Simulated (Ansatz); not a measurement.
# TiAl: the cost of one run

Method: DFT PBEsol, scalar-relativistic, plane waves, PAW, in Ansatz 0.2.0.

12 further runs of the same task are left out: 12 set aside as unsound or not needed.

**1. The system as given**

The structure is hexagonal, space group P-6m2 (No. 187). The conventional cell has a = 2.848 Å, b = 2.848 Å, c = 4.619 Å, α = 90.00°, β = 90.00°, γ = 120.00°. Ti (site symmetry -6m2) has 6 Al at 2.83 Å and 6 Ti at 2.85 Å as nearest neighbours. Al (site symmetry -6m2) has 6 Ti at 2.83 Å and 6 Al at 2.85 Å as nearest neighbours.

Coordinates:

```cif
data_structure
_symmetry_space_group_name_H-M 'P 1'
_symmetry_Int_Tables_number 1
_cell_length_a 2.8475
_cell_length_b 2.8475
_cell_length_c 4.6192
_cell_angle_alpha 90.000
_cell_angle_beta 90.000
_cell_angle_gamma 120.000
_cell_volume 32.44
loop_
_atom_site_label
_atom_site_type_symbol
_atom_site_fract_x
_atom_site_fract_y
_atom_site_fract_z
_atom_site_occupancy
Ti1 Ti 0.00000 0.00000 0.00000 1
Al1 Al 0.33333 0.66667 0.50000 1
```

It goes back to an entry of the Materials Project, which need not be the stable form.

It is the result of an earlier relaxation at this level (volume 16.22 Å³/atom; gap on the mesh: none (metal)).

**2. The scan**

The energy is mapped over the lattice constants a and c of the conventional cell.

First coordinate, lattice constant a (and b): 7 values from 2.705 to 2.990 Å. Second coordinate, lattice constant c: 7 values from 4.065 to 5.173 Å.

Nothing else is relaxed (symmetry fixes all fractional coordinates). Energies count from the relaxed crystal. Points are written as (first, second).

**3. Point (2.705 Å, 4.250 Å)**

Input file input.yaml:

```yaml
crystal:
  lattice:
    - [2.7052, 0.0, 0.0]
    - [-1.3526, 2.3427719223, 0.0]
    - [0.0, 0.0, 4.2497]
  atoms:
    - { symbol: Ti, position: [0.0, 0.0, 0.0] }
    - { symbol: Al, position: [0.3333333333, 0.6666666667, 0.5] }
basis:
  ecutwfc: 520.0
kpoints:
  mp_grid: { grid: [18, 18, 10] }
hamiltonian:
  xc: pbesol
  pseudopotentials: { kind: paw, azcp: { folder: soft_1 } }
scf:
  occupations: { method: gaussian, width: 0.15 }
output:
  forces: true
  stress: true
  eigenvalues: true
```

Run with:

```sh
> ansatz run input.yaml --threads 1 --pin off --max-ram 2048MiB --backend cpu --events-out ev --progress --plain --runs-dir out
```

**Question.** How long does this run take on 1 thread of Arm Neoverse N1, shared host, and how much memory does it need?

About 16 s, with a peak of 0.4 GiB.
